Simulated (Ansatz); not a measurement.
# SnH2F (SMILES [F][SnH2]) at UPBE/def2-TZVPP (core potential)

What is the vertical ionisation energy of SnH2F at UPBE/def2-TZVPP (core potential)? 

The results are computed with Ansatz 0.2.0.

36 further runs of the same task are left out: 36 set aside as unsound or not needed.

## 1. The system as given

SnH2F: 4 atoms, total charge 0, spin state doublet. SMILES: `[F][SnH2]`. The coordinates come from a PBE0-D4/def2-TZVP relaxation.

Bond lengths: F1–Sn2 1.932 Å, Sn2–H3 1.726 Å, Sn2–H4 1.726 Å. Angles: F1–Sn2–H3 103.3°, F1–Sn2–H4 103.3°, H3–Sn2–H4 113.3°.

## 2. A single-point energy at UPBE/def2-TZVPP (core potential)

Contents of molecule.yaml:

```yaml
crystal:
  periodic: [false, false, false]
  atoms:
    - {symbol: F, position_ang: [-1.552600, -0.190000, 0.640700]}
    - {symbol: Sn, position_ang: [0.028300, -0.242200, -0.468300]}
    - {symbol: H, position_ang: [1.184100, -1.054400, 0.524100]}
    - {symbol: H, position_ang: [0.395700, 1.426200, -0.716700]}
basis:
  gaussian: {orbitals: def2-TZVPP}
output: {orbitals: {seedname: orbitals}}
accuracy: high
magnetization: {spin_polarized: true, initial_magnetization: 1}
hamiltonian: {xc: {name: PBE}}
```

Started as:

```
$ ansatz run molecule.yaml --threads 1 --pin off --max-ram 3480MiB --events-out events.jsonl --progress --plain --runs-dir runs
```

What it wrote:

```text
Warning: RAYON_NUM_THREADS=1 ignored (pool sized by the plan → 1); use --threads N
Functional definition: PBE
  name "PBE"
  parameter kappa = 0.804
  parameter beta = 0.06672455060314922
  exchange = pbe_x(kappa = kappa, mu = beta*pi^2/3)
  correlation = pbe_c(beta = beta)
1918 factors; integrals over basis functions are off by at most 3.5e-9 eV
mean field evaluation 1: about -8575.8188 eV, gradient 3.1e1 eV
mean field evaluation 2: about -8525.8873 eV, gradient 1.2e2 eV
mean field evaluation 4: about -8578.8362 eV, gradient 5.9e0 eV
mean field evaluation 8: about -8578.9746 eV, gradient 7.7e-2 eV
mean field evaluation 16: about -8578.9746 eV, gradient 1.4e-5 eV
mean field -8578.97457066 eV, -315.2715004340 hartree, gradient 9.3e-8 eV, S^2 0.751448; 0 other end points of the search recorded, 0 dependent functions left out
reference -8578.97457484 eV, -315.2715005875 hartree; 17, 16 occupied and 92, 93 virtual orbitals, 1918 factors
Total energy: -8578.97457484 eV, -315.2715005875 hartree
```

Wall time 8.4 s (1 thread of Arm Neoverse V1, shared host); peak memory 0.29 GiB.

## 3. The singlet cation, same level

Contents of run.yaml:

```yaml
crystal:
  periodic: [false, false, false]
  atoms:
    - {symbol: F, position_ang: [-1.552600, -0.190000, 0.640700]}
    - {symbol: Sn, position_ang: [0.028300, -0.242200, -0.468300]}
    - {symbol: H, position_ang: [1.184100, -1.054400, 0.524100]}
    - {symbol: H, position_ang: [0.395700, 1.426200, -0.716700]}
basis:
  gaussian:
    orbitals: def2-TZVPP
total_charge: 1
hamiltonian:
  xc: pbe
accuracy: high
output: {orbitals: {seedname: orbitals}}
```

Started as:

```
$ ansatz run run.yaml --threads 1 --pin off --max-ram 3480MiB --events-out events.jsonl --progress --plain --runs-dir runs
```

What it wrote:

```text
Warning: RAYON_NUM_THREADS=1 ignored (pool sized by the plan → 1); use --threads N
[... 6 set-up lines as earlier in the session ...]
1918 factors; integrals over basis functions are off by at most 3.5e-9 eV
mean field evaluation 1: about -8552.4795 eV, gradient 1.1e2 eV
mean field evaluation 2: about -8259.8134 eV, gradient 2.4e2 eV
mean field evaluation 4: about -8566.3477 eV, gradient 4.5e1 eV
mean field evaluation 8: about -8570.1228 eV, gradient 6.7e-1 eV
mean field evaluation 16: about -8570.1168 eV, gradient 2.7e-4 eV
mean field -8570.11679603 eV, -314.9459832204 hartree, gradient 5.9e-8 eV, S^2 0.000000; 0 other end points of the search recorded, 0 dependent functions left out
reference -8570.11679978 eV, -314.9459833582 hartree; 16, 16 occupied and 93, 93 virtual orbitals, 1918 factors
Total energy: -8570.11679978 eV, -314.9459833582 hartree
```

Wall time 6 s (1 thread of Arm Neoverse V1, shared host); peak memory 0.25 GiB.

## 4. Outcome

At UPBE/def2-TZVPP (core potential):

| quantity | value |
| --- | --- |
| doublet SnH2F: total energy | -315.27150 Eh |
| doublet SnH2F: HOMO energy (highest over α and β) | -5.59 eV |
| doublet SnH2F: LUMO energy (lowest over α and β) | -4.47 eV |
| doublet SnH2F: ⟨S²⟩ | 0.751 |
| singlet cation: total energy | -314.94598 Eh |
| singlet cation: HOMO energy | -14.55 eV |
| singlet cation: LUMO energy | -12.10 eV |
| singlet cation: HOMO–LUMO gap | 2.45 eV |
| vertical ionisation energy (to the singlet cation) | 8.858 eV |

In words: The vertical ionisation energy comes to 8.86 eV (855 kJ/mol). Only the singlet of the ionised species was computed; a triplet could lie lower.
